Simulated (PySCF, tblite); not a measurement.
**C4H7N3O2Si: geometry, infrared bands and NMR shifts**

Wanted: the infrared bands and NMR shifts of C4H7N3O2Si (`COC(=O)c1ncn([SiH3])n1`), by calculation.

The runs use tblite 0.8.0 and PySCF 2.14.0, with density-fitted response routines of our own; the level of theory stands in each step. All values are computed, except where a source is named. Atoms count from 0, in the outputs and in this text.

## 1. Starting geometry

17 atoms, charge 0, multiplicity 1; geometry from: force field or distance geometry start.

Bonds of the start (Å): C0–O1 1.44, O1–C2 1.35, C2–O3 1.24, C2–C4 1.49, C4–N5 1.38, N5–C6 1.31, C6–N7 1.35, N7–Si8 1.76, N7–N9 1.34, N9–C4 1.35, C0–H10 1.09, C0–H11 1.09, C0–H12 1.10, C6–H13 1.08, Si8–H14 1.50, Si8–H15 1.50, Si8–H16 1.48.

## 2. Geometry optimisation with GFN2-xTB

Job settings and geometry (Å):

```
{"job": {"kind": "relax", "xc": "GFN2-xTB", "basis": "xTB"}, "charge": 0, "multiplicity": 1}
C      3.842900     0.272000     0.165500
O      2.469000     0.216600     0.580000
C      1.583400     0.066200    -0.431200
O      1.899900     0.008800    -1.625500
C      0.178700     0.007600     0.057300
N     -0.177900     0.087300     1.389000
C     -1.482100    -0.001600     1.377700
N     -1.908800    -0.129200     0.104600
Si    -3.600100    -0.291500    -0.361600
N     -0.890700    -0.129700    -0.762700
H      3.992700     1.140200    -0.483300
H      4.117700    -0.653400    -0.341600
H      4.456000     0.388800     1.065500
H     -2.123200     0.016300     2.248900
H     -4.037100     0.846800    -1.235400
H     -4.464600    -0.252800     0.869300
H     -3.862900    -1.580500    -1.046600
```

Started as:

```bash
$ OMP_NUM_THREADS=1 python probes_run.py task.json out
```

One launch serves the whole session: the jobs run in the order shown.

**Question.** This job is followed by: GFN2-xTB harmonic vibrations, gas phase; GIAO PBE0/pcSseg-1 NMR shielding, non-relativistic, gas phase. What will the session give for the following? strongest single infrared mode (GFN2-xTB); zero-point energy (GFN2-xTB); 13C shifts against TMS (PBE0/pcSseg-1); 1H shifts against TMS (PBE0/pcSseg-1, means over atoms taken as alike); 17O shifts against H2O (PBE0/pcSseg-1); 15N shifts against NH3 (PBE0/pcSseg-1); 29Si shifts against TMS (PBE0/pcSseg-1).

**Answer**, as computed:

| quantity | value |
| --- | --- |
| strongest single infrared mode (GFN2-xTB) | 783 cm⁻¹, 457 km/mol |
| zero-point energy (GFN2-xTB) | 70.4 kcal/mol |
| 13C shifts against TMS (PBE0/pcSseg-1) | 167.1, 164.4, 154.5, 54.0 ppm |
| 1H shifts against TMS (PBE0/pcSseg-1, means over atoms taken as alike) | 8.03, 5.20, 4.16 ppm |
| 17O shifts against H2O (PBE0/pcSseg-1) | 431.0, 193.8 ppm |
| 15N shifts against NH3 (PBE0/pcSseg-1) | 362.6, 304.9, 233.5 ppm |
| 29Si shifts against TMS (PBE0/pcSseg-1) | -51.4 ppm |

In words: Relaxing lowered the energy by 0.301 eV in 51 steps; the close pair that moved most is Si8–H14, from 1.500 to 1.457 Å. No mode is imaginary among the 45: a minimum at this level. The strongest single mode, at 783 cm⁻¹, has its largest shares on H15, H14 and H16 (the list is cut at 3 atoms). Unscaled tight-binding wavenumbers are off by several per cent, some by more. Its intensities can rank the bands wrongly. C2 (ester carbonyl carbon) lies farthest downfield among carbon, at 167.1 ppm; it is a carbonyl in resonance with an O or N lone pair, the region of acids, esters and amides. The most deshielded hydrogen is H13 (hydrogen on an aromatic CH between two ring heteroatoms), at 8.03 ppm: aromatic region. At PBE0/pcSseg-1: The widest tensor belongs to O3: span 691 ppm, with a paramagnetic part of -498 ppm. NICS(1)zz of -32 ppm above the planar ring from C4 marks a diatropic (aromatic) ring current.
